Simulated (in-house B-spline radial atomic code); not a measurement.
# Mn⁹⁺: excited configurations in jj coupling

How much energy does it take to promote electrons of Mn⁹⁺ to other shells? Each configuration is solved by itself and compared with the reference.

The numbers are computed with in-house B-spline radial atomic code version 1 (Dirac-Hartree-Fock, average of configuration, Fermi nucleus, basis-set limit), except any that are marked as measured or tabulated.

## (1) Starting point

- element: manganese (Z = 25)
- charge: +9
- electrons: 16
- configuration: 1s2 2s2 2p6 3s2 3p-2 3p+2
- Hamiltonian: Dirac-Coulomb
- nucleus: Fermi, rms radius 3.706 fm

In configurations, a minus sign after the shell means j = l − 1/2 and a plus sign j = l + 1/2; the count of electrons follows.

Settings of the run:

```ini
Z = 25
electrons = 16.0
configuration = 1s2 2s2 2p6 3s2 3p-2 3p+2
hamiltonian = dirac
method = hf
spin_polarised = False
nucleus = fermi
rms_radius = 3.7057
mass_number = 55
atomic_mass = 54.93804304
speed_of_light = 137.035999084
```

From the earlier run of the reference: total energy -1128.024324 hartree. Levels, eight at most:

```csv
orbital,occupation,energy (eV),<r> (bohr)
1s1/2,2,-6821.62,0.06086
2s1/2,2,-1022.15,0.2762
2p1/2,2,-903.73,0.2428
2p3/2,4,-891.55,0.2463
3s1/2,2,-288.17,0.7684
3p1/2,2,-251.72,0.7764
3p3/2,2,-250.99,0.7805
```

## (2) Run with 1s2 2s2 2p6 3s1 3p-1 3p+3 4p-1

Settings of the run:

```ini
Z = 25
electrons = 16.0
configuration = 1s2 2s2 2p6 3s1 3p-1 3p+3 4p-1
hamiltonian = dirac
method = hf
spin_polarised = False
nucleus = fermi
rms_radius = 3.7057
mass_number = 55
atomic_mass = 54.93804304
speed_of_light = 137.035999084
```

## (3) Run with 1s2 2s2 2p6 3s2 3p-2 3p+1 4p+1

The settings differ from step 2 so:

```diff
@@ -2,3 +2,3 @@
 electrons = 16.0
-configuration = 1s2 2s2 2p6 3s1 3p-1 3p+3 4p-1
+configuration = 1s2 2s2 2p6 3s2 3p-2 3p+1 4p+1
 hamiltonian = dirac
```

## (4) 1s2 2s2 2p6 3s1 3p+4 7d+1

The settings differ from step 3 so:

```diff
@@ -2,3 +2,3 @@
 electrons = 16.0
-configuration = 1s2 2s2 2p6 3s2 3p-2 3p+1 4p+1
+configuration = 1s2 2s2 2p6 3s1 3p+4 7d+1
 hamiltonian = dirac
```

## (5) Run with 1s2 2s2 2p6 3s2 3p-2 3p+1 6g-1

The settings differ from step 4 so:

```diff
@@ -2,3 +2,3 @@
 electrons = 16.0
-configuration = 1s2 2s2 2p6 3s1 3p+4 7d+1
+configuration = 1s2 2s2 2p6 3s2 3p-2 3p+1 6g-1
 hamiltonian = dirac
```

## (6) 1s2 2s2 2p6 3s2 3p-2 3p+1 7p+1

The settings differ from step 5 so:

```diff
@@ -2,3 +2,3 @@
 electrons = 16.0
-configuration = 1s2 2s2 2p6 3s2 3p-2 3p+1 6g-1
+configuration = 1s2 2s2 2p6 3s2 3p-2 3p+1 7p+1
 hamiltonian = dirac
```

## (7) Run with 1s2 2s2 2p-1 2p+4 3s2 3p-1 3p+3 4d-1

The settings differ from step 6 so:

```diff
@@ -2,3 +2,3 @@
 electrons = 16.0
-configuration = 1s2 2s2 2p6 3s2 3p-2 3p+1 7p+1
+configuration = 1s2 2s2 2p-1 2p+4 3s2 3p-1 3p+3 4d-1
 hamiltonian = dirac
```

## (8) Run with 1s2 2s2 2p6 3s2 3p-1 3p+3

The settings differ from step 7 so:

```diff
@@ -2,3 +2,3 @@
 electrons = 16.0
-configuration = 1s2 2s2 2p-1 2p+4 3s2 3p-1 3p+3 4d-1
+configuration = 1s2 2s2 2p6 3s2 3p-1 3p+3
 hamiltonian = dirac
```

## (9) 1s2 2s2 2p6 3s2 3p+4

The settings differ from step 8 so:

```diff
@@ -2,3 +2,3 @@
 electrons = 16.0
-configuration = 1s2 2s2 2p6 3s2 3p-1 3p+3
+configuration = 1s2 2s2 2p6 3s2 3p+4
 hamiltonian = dirac
```

Q: How far above the reference does each configuration lie (order and size, in eV)?

The runs gave:

| net move | configuration | energy above the reference (eV) | with Breit, QED, recoil (eV) | largest <r> (bohr) |
| --- | --- | --- | --- | --- |
| 3p1/2 → 3p3/2 | 1s2 2s2 2p6 3s2 3p-1 3p+3 | 1.169 | 1.124 | 0.781 |
| 2×3p1/2 → 2×3p3/2 | 1s2 2s2 2p6 3s2 3p+4 | 4.469 | 4.385 | 0.781 |
| 3p3/2 → 4p3/2 | 1s2 2s2 2p6 3s2 3p-2 3p+1 4p+1 | 132.82 | 132.78 | 1.72 |
| 3p1/2, 3s → 3p3/2, 4p1/2 | 1s2 2s2 2p6 3s1 3p-1 3p+3 4p-1 | 170.76 | 170.62 | 1.71 |
| 3p3/2 → 6g7/2 | 1s2 2s2 2p6 3s2 3p-2 3p+1 6g-1 | 212.36 | 212.30 | 4.38 |
| 3p3/2 → 7p3/2 | 1s2 2s2 2p6 3s2 3p-2 3p+1 7p+1 | 217.47 | 217.41 | 6.14 |
| 2×3p1/2, 3s → 2×3p3/2, 7d5/2 | 1s2 2s2 2p6 3s1 3p+4 7d+1 | 261.89 | 261.67 | 6.46 |
| 2p1/2, 3p1/2 → 3p3/2, 4d3/2 | 1s2 2s2 2p-1 2p+4 3s2 3p-1 3p+3 4d-1 | 792.40 | 791.62 | 1.73 |

What this shows: The energies run from 1.169 eV (3p1/2 → 3p3/2) to 792.40 eV (2p1/2, 3p1/2 → 3p3/2, 4d3/2). 2 of them lie more than 2 % above the ionisation threshold that Koopmans' theorem gives (250.99 eV), where such states can decay by emitting an electron. Two partly filled shells share a symmetry and can mix in the average, which may lower the energy, for: 3p3/2 → 4p3/2; 3p1/2, 3s → 3p3/2, 4p1/2; 3p3/2 → 7p3/2; 2p1/2, 3p1/2 → 3p3/2, 4d3/2. These are averages over configurations, without correlation, not spectroscopic levels.
